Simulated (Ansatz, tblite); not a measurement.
**The cluster Hf2Se4: which isomer is lowest**

One table from this session's results is given with a row withheld; the runs are named, their logs left out.

Computed with Ansatz 0.2.0, Gaussian basis. Level: relaxed with PBE-D4/def2-SVP, singlet.

5 further runs of the same task are left out: 3 that didn't finish, 2 set aside as unsound or not needed. Runs told in other sessions of the task aren't counted.

## The starting structure

6 atoms, charge 0, spin multiplicity 1.

Atoms are counted from 1 here; the program's logs count them from 0.

Bond lengths: Hf1–Se4 2.541 Å, Hf1–Se5 2.540 Å, Hf1–Se6 2.361 Å, Hf2–Se3 2.361 Å, Hf2–Se4 2.540 Å, Hf2–Se5 2.540 Å. Angles: Se4–Hf1–Se5 102.3°, Se4–Hf1–Se6 129.2°, Se5–Hf1–Se6 128.5°, Se3–Hf2–Se4 129.2°, Se3–Hf2–Se5 128.5°, Se4–Hf2–Se5 102.3°, Hf1–Se4–Hf2 77.7°, Hf1–Se5–Hf2 77.7°.

Geometry (Å):

```xyz
6

Hf    1.2818   -0.4516   -0.8333
Hf   -1.2687    0.4560    0.8500
Se   -3.1776    1.1205    2.0703
Se    0.7077    1.8511    0.0749
Se   -0.6808   -1.8513   -0.0331
Se    3.1376   -1.1247   -2.1288
```

Hf takes a core potential in the def2 sets. No spin-orbit coupling is included.

A search from random starts with GFN1-xTB found 5 distinct shapes; 3 go on here. The structure above is candidate A, which lies 0.00 eV above the lowest at that level; B lies 1.24 eV above the lowest at that level; C lies 2.06 eV above the lowest at that level.

The first run:

Input file in.yaml:

```yaml
crystal:
  periodic: [false, false, false]
  atoms:
    - {symbol: Hf, position_ang: [1.281770, -0.451590, -0.833260]}
    - {symbol: Hf, position_ang: [-1.268720, 0.456020, 0.850040]}
    - {symbol: Se, position_ang: [-3.177560, 1.120470, 2.070300]}
    - {symbol: Se, position_ang: [0.707670, 1.851050, 0.074870]}
    - {symbol: Se, position_ang: [-0.680790, -1.851250, -0.033120]}
    - {symbol: Se, position_ang: [3.137640, -1.124700, -2.128820]}
basis:
  gaussian: {orbitals: def2-SVP}
hamiltonian: {xc: pbe, dispersion: d4}
scf: {lower_state_search: "off"}
output: {orbitals: {seedname: orbitals}}
relax: {f_tol: 0.02, max_steps: 100}
```

Run with:

```sh
$ ansatz run in.yaml --threads 4 --pin off --events-out ev --progress --plain --max-ram 4787MiB
```

Among the steps run: Relaxing candidate A; Relaxing candidate B; Relaxing candidate C; Candidate B, PBE0-D4/def2-TZVP; Candidate B, PBE-D4/def2-TZVP; Candidate B, r2SCAN-D4/def2-TZVP; Candidate B, HSE06-D4/def2-TZVP; Candidate B, PBE-QIDH/def2-TZVP; Candidate B, MP2/def2-TZVP; Candidate C, PBE0-D4/def2-TZVP; Candidate C, PBE-D4/def2-TZVP; Candidate C, r2SCAN-D4/def2-TZVP; Candidate C, HSE06-D4/def2-TZVP; Candidate C, PBE-QIDH/def2-TZVP; Candidate C, MP2/def2-TZVP.

One table of the session follows, with a row left open; its other results are not shown here.

It belongs to the step «C against A». 

```
              level  C above A (eV)
           GFN1-xTB          +2.117
           GFN2-xTB          +2.857
       HF/def2-TZVP          +1.231
   PBE-D4/def2-TZVP          +1.665
r2SCAN-D4/def2-TZVP          +1.938
  PBE0-D4/def2-TZVP          +1.709
 HSE06-D4/def2-TZVP          +1.712
 PBE-QIDH/def2-TZVP               ?
      MP2/def2-TZVP          +1.944
```

Estimate the missing values for PBE-QIDH/def2-TZVP.

The run gave: C above A (eV): +1.847. In the column «C above A (eV)» it lies between HSE06-D4/def2-TZVP (+1.712) and r2SCAN-D4/def2-TZVP (+1.938).

Limits of these values: A random search of this size may have missed the true lowest shape. Only singlets are compared; another spin may lie lower and prefer another shape.
